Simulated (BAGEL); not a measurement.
**CHF3O3S (triflic acid) at PBE0/6-31G(d) (density fitting with cc-pvqz-jkfit, spherical functions)**

What is the energy change on altering one bond length of CHF3O3S (triflic acid) at PBE0/6-31G* (density fitting with cc-pvqz-jkfit, spherical functions)? 

The calculation is run with BAGEL 1.2.2.

2 further runs of the same task are left out: 2 that didn't finish.

**1. Starting point**

CHF3O3S: 9 atoms, total charge 0, spin state singlet. SMILES: `O=S(=O)(O)C(F)(F)F`. The shape is that of a PBE0-D4/def2-TZVP optimisation. This is one conformer, not always the lowest.

Bond lengths: O1–S2 1.422 Å, S2–O3 1.414 Å, S2–O4 1.577 Å, S2–C5 1.848 Å, C5–F6 1.327 Å, C5–F7 1.320 Å, C5–F8 1.319 Å, O4–H9 0.968 Å. Some angles: O1–S2–O3 123.8°, O1–S2–O4 109.3°, O1–S2–C5 106.8°, O3–S2–O4 107.4°, O3–S2–C5 107.2°, O4–S2–C5 99.5°, S2–C5–F6 109.4°, S2–C5–F7 108.8°, S2–C5–F8 110.4°, F6–C5–F7 109.4°.

**2. The energy at PBE0/6-31G(d) (density fitting with cc-pvqz-jkfit, spherical functions)**

calc.json reads:

```json
{ "bagel": [

{
  "title": "molecule",
  "basis": "6-31gs.json",
  "df_basis": "cc-pvqz-jkfit",
  "angstrom": "true",
  "geometry": [
    { "atom": "O", "xyz": [       1.462890,      -0.581870,       0.985740 ] },
    { "atom": "S", "xyz": [       0.298500,      -0.778940,       0.194370 ] },
    { "atom": "O", "xyz": [       0.144480,      -1.837650,      -0.729970 ] },
    { "atom": "O", "xyz": [      -0.972740,      -0.777950,       1.128120 ] },
    { "atom": "C", "xyz": [       0.003130,       0.796730,      -0.725230 ] },
    { "atom": "F", "xyz": [      -0.076560,       1.801740,       0.138180 ] },
    { "atom": "F", "xyz": [       1.014380,       1.004120,      -1.547510 ] },
    { "atom": "F", "xyz": [      -1.120920,       0.723830,      -1.412290 ] },
    { "atom": "H", "xyz": [      -0.753170,      -0.350000,       1.968590 ] }
  ]
},

{
  "title": "ks",
  "xc_func": "pbe0"
},

{
  "title": "print",
  "file": "orbitals.molden",
  "orbitals": "true"
}

]}
```

The basis set 6-31G* is read from a file made from the Basis Set Exchange's data (not shown).

Started as:

```bash
$ BAGEL_NUM_THREADS=1 BAGEL calc.json > calc.out
```

The program printed:

```text
* using 1 threads per process

  ===============================================================
  ===============================================================

  *** Geometry ***

  { "atom" : "O", "xyz" : [      2.764461,     -1.099575,      1.862779 ] },
  { "atom" : "S", "xyz" : [      0.564083,     -1.471983,      0.367306 ] },
  { "atom" : "O", "xyz" : [      0.273028,     -3.472655,     -1.379443 ] },
  { "atom" : "O", "xyz" : [     -1.838212,     -1.470112,      2.131838 ] },
  { "atom" : "C", "xyz" : [      0.005915,      1.505601,     -1.370486 ] },
  { "atom" : "F", "xyz" : [     -0.144677,      3.404795,      0.261122 ] },
  { "atom" : "F", "xyz" : [      1.916900,      1.897512,     -2.924370 ] },
  { "atom" : "F", "xyz" : [     -2.118232,      1.367840,     -2.668841 ] },
  { "atom" : "H", "xyz" : [     -1.423285,     -0.661404,      3.720096 ] },

  Number of auxiliary basis functions:      941

  Since a DF basis is specified, we compute 2- and 3-index integrals:
    o Being stored without compression. Storage requirement is 0.105 GB

  Number of basis functions:      118
  Number of electrons      :       74

    * METHOD: MOLECULE                             1.44

  *** Kohn-Sham DFT ***

    * Removing 20536 points whose weight is below 1.00e-10
    * Grid points: 113618

  === Nuclear Repulsion ===
   572.2655299842

       - DIIS with orbital gradients will be used.

  === KS iteration (pbe0 / 6-31gs.json) ===
      0       -881.94145666          0.12242498           1.37
      1       -880.79634782          0.18278433           1.24
      2       -778.72864402          0.19537936           1.24
      3       -825.99666281          0.15702626           1.15
      4       -876.04919477          0.18090692           1.21
      5       -941.96680550          0.10328395           1.22
      6       -943.35952744          0.09102695           1.25
      7       -955.00557009          0.06979742           1.31
      8       -952.88515189          0.07857916           1.20
      9       -934.17168829          0.13376141           1.18
     10       -960.95304623          0.01798641           1.20
     11       -961.05998553          0.01563686           1.28
     12       -961.26894758          0.00535604           1.22
     13       -961.29086906          0.00297601           1.20
     14       -961.29925607          0.00097087           1.19
     15       -961.30008790          0.00025239           1.13
     16       -961.30014454          0.00005534           1.21
     17       -961.30014717          0.00002530           1.23
     18       -961.30014772          0.00001234           1.21
     19       -961.30014782          0.00000694           1.22
     20       -961.30014786          0.00000212           1.23
     21       -961.30014787          0.00000071           1.20
     22       -961.30014787          0.00000031           1.20
     23       -961.30014787          0.00000009           1.26
     24       -961.30014787          0.00000004           1.21
     25       -961.30014787          0.00000003           1.26
     26       -961.30014787          0.00000001           1.25
     27       -961.30014787          0.00000000           1.26
    * SCF iteration converged.

    * Permanent dipole moment:
           (    0.521065,    -0.762118,    -0.711859) a.u.

    * METHOD: KS                                  35.57

    * METHOD: PRINT                                0.06

  ===============================================================
```

Wall time 38 s (1 thread of AMD EPYC 7R43 (Zen 3), shared host); peak memory 0.71 GiB.

**3. The distorted shape at the same level**

dft.json reads:

```json
{ "bagel" : [

{
  "title" : "molecule",
  "basis" : "6-31gs.json",
  "df_basis" : "cc-pvqz-jkfit",
  "angstrom" : true,
  "geometry" : [
    { "atom" : "O", "xyz" : [       1.551503,      -1.054580,       1.261625 ] },
    { "atom" : "S", "xyz" : [       0.387113,      -1.251650,       0.470255 ] },
    { "atom" : "O", "xyz" : [       0.233093,      -2.310360,      -0.454085 ] },
    { "atom" : "O", "xyz" : [      -0.884127,      -1.250660,       1.404005 ] },
    { "atom" : "C", "xyz" : [       0.003130,       0.796730,      -0.725230 ] },
    { "atom" : "F", "xyz" : [      -0.076560,       1.801740,       0.138180 ] },
    { "atom" : "F", "xyz" : [       1.014380,       1.004120,      -1.547510 ] },
    { "atom" : "F", "xyz" : [      -1.120920,       0.723830,      -1.412290 ] },
    { "atom" : "H", "xyz" : [      -0.664557,      -0.822710,       2.244475 ] }
  ]
},

{
  "title" : "ks",
  "xc_func" : "pbe0"
},

{
  "title" : "print",
  "file" : "orbitals.molden",
  "orbitals" : true
}

]}
```

The basis set 6-31G* is read from a file made from the Basis Set Exchange's data (not shown).

Started as:

```bash
$ BAGEL_NUM_THREADS=1 BAGEL dft.json > dft.out
```

The program printed:

```text
* using 1 threads per process

  ===============================================================
  ===============================================================

  *** Geometry ***

  { "atom" : "O", "xyz" : [      2.931916,     -1.992867,      2.384126 ] },
  { "atom" : "S", "xyz" : [      0.731538,     -2.365276,      0.888653 ] },
  { "atom" : "O", "xyz" : [      0.440482,     -4.365948,     -0.858096 ] },
  { "atom" : "O", "xyz" : [     -1.670758,     -2.363405,      2.653185 ] },
  { "atom" : "C", "xyz" : [      0.005915,      1.505601,     -1.370486 ] },
  { "atom" : "F", "xyz" : [     -0.144677,      3.404795,      0.261122 ] },
  { "atom" : "F", "xyz" : [      1.916900,      1.897512,     -2.924370 ] },
  { "atom" : "F", "xyz" : [     -2.118232,      1.367840,     -2.668841 ] },
  { "atom" : "H", "xyz" : [     -1.255831,     -1.554697,      4.241443 ] },

  Number of auxiliary basis functions:      941

  Since a DF basis is specified, we compute 2- and 3-index integrals:
    o Being stored without compression. Storage requirement is 0.105 GB

  Number of basis functions:      118
  Number of electrons      :       74

    * METHOD: MOLECULE                             1.49

  *** Kohn-Sham DFT ***

    * Removing 19047 points whose weight is below 1.00e-10
    * Grid points: 115107

  === Nuclear Repulsion ===
   532.6705477464

       - DIIS with orbital gradients will be used.

  === KS iteration (pbe0 / 6-31gs.json) ===
      0       -885.68972250          0.11856137           1.48
      1       -870.04005242          0.17015313           1.42
      2       -745.79535305          0.15956608           1.42
      3       -765.33169699          0.12286853           1.37
      4       -788.16443167          0.13459295           1.42
      5       -943.80675089          0.08615291           1.38
      6       -908.07725420          0.12713642           1.27
      7       -951.15718539          0.07552164           1.24
      8       -907.72304682          0.13008994           1.29
      9       -772.83170317          0.13334442           1.23
     10       -941.09585455          0.08855715           1.22
     11       -941.72110491          0.08471145           1.21
     12       -950.87369837          0.07066707           1.23
     13       -940.08068026          0.08733352           1.19
     14       -959.34103407          0.04202670           1.25
     15       -920.84633379          0.11898753           1.19
     16       -960.51997967          0.02363308           1.22
     17       -960.84083898          0.01825100           1.23
     18       -961.20837122          0.00685949           1.21
     19       -961.24480926          0.00205840           1.14
     20       -961.24649266          0.00182964           1.16
     21       -961.24890280          0.00104170           1.23
     22       -961.25032954          0.00021584           1.19
     23       -961.25037955          0.00008384           1.22
     24       -961.25038592          0.00002396           1.23
     25       -961.25038623          0.00002071           1.22
     26       -961.25038668          0.00000167           1.20
     27       -961.25038668          0.00000121           1.24
     28       -961.25038668          0.00000059           1.23
     29       -961.25038668          0.00000027           1.28
     30       -961.25038668          0.00000014           1.24
     31       -961.25038668          0.00000006           1.20
     32       -961.25038668          0.00000001           1.19
     33       -961.25038668          0.00000001           1.29
     34       -961.25038668          0.00000000           1.29
    * SCF iteration converged.

    * Permanent dipole moment:
           (    0.499744,    -0.714445,    -0.732959) a.u.

    * METHOD: KS                                  45.30

    * METHOD: PRINT                                0.07

  ===============================================================
```

Wall time 47 s (1 thread of AMD EPYC 7R43 (Zen 3), shared host); peak memory 0.72 GiB.

**4. What came out**

At PBE0/6-31G* (density fitting with cc-pvqz-jkfit, spherical functions):

| quantity | value |
| --- | --- |
| first shape: total energy | -961.30015 Eh |
| first shape: dipole moment | 2.96 D |
| first shape: HOMO energy | -9.72 eV |
| first shape: LUMO energy | 0.86 eV |
| first shape: HOMO–LUMO gap | 10.57 eV |
| distorted shape: total energy | -961.25039 Eh |
| distorted shape: dipole moment | 2.90 D |
| distorted shape: HOMO energy | -8.39 eV |
| distorted shape: LUMO energy | -2.35 eV |
| distorted shape: HOMO–LUMO gap | 6.04 eV |
| energy change with the S2–C5 bond stretched from 1.848 to 2.403 Å | 1.354 eV |

With the S2–C5 bond stretched from 1.848 to 2.403 Å the energy rises by 1.35 eV (131 kJ/mol). The first shape isn't relaxed at this level, so the change isn't measured from a minimum.
